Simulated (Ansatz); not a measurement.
# C2H3ClFSi radical: basis-set convergence

Aim: see how fast density functionals converge with the basis set for C2H3ClFSi radical.

Program: Ansatz 0.2.0, Gaussian basis. Level of theory: one geometry, several basis sets. These are calculated values, not measurements.

The runs, in order: PBE0-D4/def2-SVP; ωB97M-V/def2-SVP; PBE0-D4/def2-QZVPP; ωB97M-V/def2-QZVPP; the functionals' def2-TZVPP values are taken from earlier runs.

## (1) The relaxed structure

All runs share one geometry, relaxed beforehand with PBE0-D4 in a triple-zeta def2 set.

8 atoms, charge 0, spin multiplicity 2.

Atoms are counted from 1 here; the program's logs count them from 0.

Bond lengths: C1–C2 1.305 Å, C1–H6 1.082 Å, C2–Si3 1.849 Å, C2–H7 1.091 Å, Si3–F4 1.591 Å, Si3–Cl5 2.041 Å, Si3–H8 1.474 Å. Angles: C2–C1–H6 137.2°, C1–C2–Si3 118.6°, C1–C2–H7 121.3°, Si3–C2–H7 120.1°, C2–Si3–F4 110.2°, C2–Si3–Cl5 110.4°, C2–Si3–H8 111.3°, F4–Si3–Cl5 106.9°, F4–Si3–H8 108.5°, Cl5–Si3–H8 109.3°.

## (2) PBE0-D4 in def2-SVP

Input file in.yaml:

```yaml
crystal:
  periodic: [false, false, false]
  atoms:
    - {symbol: C, position_ang: [-1.101760, -0.701317, -1.266484]}
    - {symbol: C, position_ang: [-0.005242, -0.822380, -0.570043]}
    - {symbol: Si, position_ang: [0.462688, 0.542021, 0.586642]}
    - {symbol: F, position_ang: [1.852344, 1.181748, 0.149429]}
    - {symbol: Cl, position_ang: [0.711032, -0.181824, 2.478852]}
    - {symbol: H, position_ang: [-1.894080, 0.027177, -1.379292]}
    - {symbol: H, position_ang: [0.625362, -1.708386, -0.655721]}
    - {symbol: H, position_ang: [-0.558244, 1.605762, 0.600817]}
basis:
  gaussian: {orbitals: def2-SVP}
magnetization: {spin_polarized: true, initial_magnetization: 1}
hamiltonian: {xc: pbe0, dispersion: d4}
output: {orbitals: {seedname: orbitals}}
```

The runs that follow: ωB97M-V in def2-SVP; PBE0-D4 in def2-QZVPP; ωB97M-V in def2-QZVPP.

Q: Predict the results of all the runs planned. Wanted: PBE0-D4: double and triple zeta above quadruple; ωB97M-V: double and triple zeta above quadruple.

As calculated:

| quantity | value |
| --- | --- |
| PBE0-D4: double and triple zeta above quadruple | 14.01, 0.91 eV |
| ωB97M-V: double and triple zeta above quadruple | 14.09, 0.86 eV |

What this shows: For PBE0-D4 the step from double to triple zeta gains 13.10 eV and the next only 0.91 eV. Total energies overstate the basis error of differences, where much of it tends to cancel.
